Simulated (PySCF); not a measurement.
# C7H9Br: the cost of one run

Computed with PySCF 2.14.0 and routines of our own; the level stands in each step. Atoms count from 0.

### 1 The system as given

17 atoms, charge 0, multiplicity 1; geometry from: GFN2-xTB.

### 2 Geometry optimisation at PBE0-D3(BJ)/def2-SVP

The job: settings as JSON, then the geometry in Å.

```
{"job": {"xc": "PBE0", "basis": "def2-SVP", "d3": "d3bj", "grid": 1, "kind": "geom"}, "charge": 0, "multiplicity": 1}
C     -3.133608     1.268099    -0.075259
C     -2.306423     0.273058     0.237270
C     -0.891586     0.308191    -0.027343
C     -0.059390    -0.691847     0.303406
C      1.373110    -0.729333     0.091431
C      2.102874    -1.772598     0.499686
C      2.041115     0.426766    -0.579243
Br     2.122783     1.991520     0.617783
H     -4.187276     1.222910     0.138533
H     -2.779376     2.167038    -0.552898
H     -2.685680    -0.618880     0.719859
H     -0.531477     1.207812    -0.506921
H     -0.467054    -1.567707     0.792244
H      3.170511    -1.813235     0.365956
H      1.648093    -2.621800     0.979559
H      1.501180     0.760936    -1.463772
H      3.075207     0.201098    -0.833305
```

Launch:

```console
> OMP_NUM_THREADS=1 python excited_run.py task.json out
```

One launch serves the whole session: the jobs run in the order shown.

**Question.** How long does this first job take on 1 thread of AMD EPYC 7R43, shared host, and how much memory does it need?

About 59 s, with a peak of 0.82 GiB.
